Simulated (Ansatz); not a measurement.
**HSE06/def2-SVP (core potential) run of InCNClF (SMILES N#[C][In]([F])[Cl])**

What is the energy change on altering one bond length of InCNClF at HSE06/def2-SVP (core potential)? 

The results are computed with Ansatz 0.2.0.

127 further runs of the same task are left out: 7 that didn't finish, 120 set aside as unsound or not needed.

### 1 The molecule

The species is InCNClF (5 atoms), meant as a singlet with charge 0. SMILES: `N#[C][In]([F])[Cl]`. The coordinates come from a PBE0-D4/def2-TZVP relaxation.

Bond lengths: N1–C2 1.152 Å, C2–In3 2.082 Å, In3–F4 1.924 Å, In3–Cl5 2.280 Å. Angles: N1–C2–In3 178.9°, C2–In3–F4 118.2°, C2–In3–Cl5 125.8°, F4–In3–Cl5 115.9°.

### 2 The energy at HSE06/def2-SVP (core potential)

Input file job.yaml:

```yaml
basis:
  gaussian: {orbitals: def2-SVP}
crystal:
  periodic: [false, false, false]
  atoms:
    - {symbol: "N", position_ang: [-1.392600, 1.451400, 1.648800]}
    - {symbol: C, position_ang: [-0.781900, 0.784400, 0.934900]}
    - {symbol: In, position_ang: [0.330400, -0.389600, -0.376400]}
    - {symbol: F, position_ang: [0.434400, -2.280900, -0.039700]}
    - {symbol: Cl, position_ang: [1.459700, 0.361000, -2.209100]}
accuracy: high
output: {orbitals: {seedname: orbitals}}
hamiltonian: {xc: hse06}
```

The run is started by

```
ansatz run job.yaml --threads 1 --pin off --max-ram 3480MiB --events-out events.jsonl --progress --plain --runs-dir runs
```

What it wrote:

```text
Warning: RAYON_NUM_THREADS=1 ignored (pool sized by the plan → 1); use --threads N
Functional definition: HSE06
  name "HSE06"
  parameter a = 0.25
  parameter omega = 0.11/bohr
  exchange = pbe_x - a*pbe_x_sr(omega) + a*exact_x_sr(omega)
  correlation = pbe_c
1856 factors; integrals over basis functions are off by at most 7.9e-9 eV
98 factors; integrals over basis functions are off by at most 1.2e-9 eV
mean field evaluation 1: about -22916.8244 eV, gradient 5.3e1 eV
mean field evaluation 2: about -22890.6611 eV, gradient 1.3e2 eV
mean field evaluation 4: about -22922.8900 eV, gradient 7.9e0 eV
mean field evaluation 8: about -22923.1620 eV, gradient 1.1e0 eV
mean field evaluation 16: about -22923.1647 eV, gradient 1.9e-5 eV
mean field -22923.16468536 eV, -842.4107643080 hartree, gradient 2.2e-8 eV, S^2 0.000000; 0 other end points of the search recorded, 0 dependent functions left out
reference -22923.16468965 eV, -842.4107644655 hartree; 30, 30 occupied and 56, 56 virtual orbitals, 1856 factors
Total energy: -22923.16468965 eV, -842.4107644655 hartree
```

Run time: 16 s. Hardware: 1 thread of Arm Neoverse N1, shared host; peak memory 0.31 GiB.

### 3 The distorted shape, same level

Input file molecule.yaml:

```yaml
basis:
  gaussian:
    orbitals: def2-SVP
crystal:
  periodic: [false, false, false]
  atoms:
    - {symbol: "N", position_ang: [-1.575799, 1.651488, 1.862957]}
    - {symbol: C, position_ang: [-0.781900, 0.784400, 0.934900]}
    - {symbol: In, position_ang: [0.330400, -0.389600, -0.376400]}
    - {symbol: F, position_ang: [0.434400, -2.280900, -0.039700]}
    - {symbol: Cl, position_ang: [1.459700, 0.361000, -2.209100]}
hamiltonian:
  xc: hse06
accuracy: high
output: {orbitals: {seedname: orbitals}}
```

The run is started by

```
ansatz run molecule.yaml --threads 1 --pin off --max-ram 3480MiB --events-out events.jsonl --progress --plain --runs-dir runs
```

What it wrote:

```text
Warning: RAYON_NUM_THREADS=1 ignored (pool sized by the plan → 1); use --threads N
[... 6 set-up lines as earlier in the session ...]
1854 factors; integrals over basis functions are off by at most 9.3e-9 eV
99 factors; integrals over basis functions are off by at most 1.1e-9 eV
mean field evaluation 1: about -22914.5408 eV, gradient 4.8e1 eV
mean field evaluation 2: about -22872.4432 eV, gradient 1.4e2 eV
mean field evaluation 4: about -22918.9248 eV, gradient 1.5e1 eV
mean field evaluation 8: about -22919.4718 eV, gradient 1.0e0 eV
mean field evaluation 16: about -22919.4746 eV, gradient 1.2e-4 eV
mean field -22919.47458209 eV, -842.2751555140 hartree, gradient 3.7e-8 eV, S^2 0.000000; 0 other end points of the search recorded, 0 dependent functions left out
reference -22919.47458634 eV, -842.2751556703 hartree; 30, 30 occupied and 56, 56 virtual orbitals, 1854 factors
Total energy: -22919.47458634 eV, -842.2751556703 hartree
```

Run time: 15 s. Hardware: 1 thread of Arm Neoverse N1, shared host; peak memory 0.31 GiB.

### 4 Results

Level: HSE06/def2-SVP (core potential).

| quantity | value |
| --- | --- |
| first shape: total energy | -842.41076 Eh |
| first shape: HOMO energy | -9.33 eV |
| first shape: LUMO energy | -2.92 eV |
| first shape: HOMO–LUMO gap | 6.41 eV |
| distorted shape: total energy | -842.27516 Eh |
| distorted shape: HOMO energy | -8.58 eV |
| distorted shape: LUMO energy | -3.77 eV |
| distorted shape: HOMO–LUMO gap | 4.82 eV |
| energy change with the N1–C2 bond stretched from 1.152 to 1.498 Å | 3.690 eV |

With the N1–C2 bond stretched from 1.152 to 1.498 Å the energy rises by 3.69 eV (356 kJ/mol). The first shape isn't relaxed at this level, so the change isn't measured from a minimum.
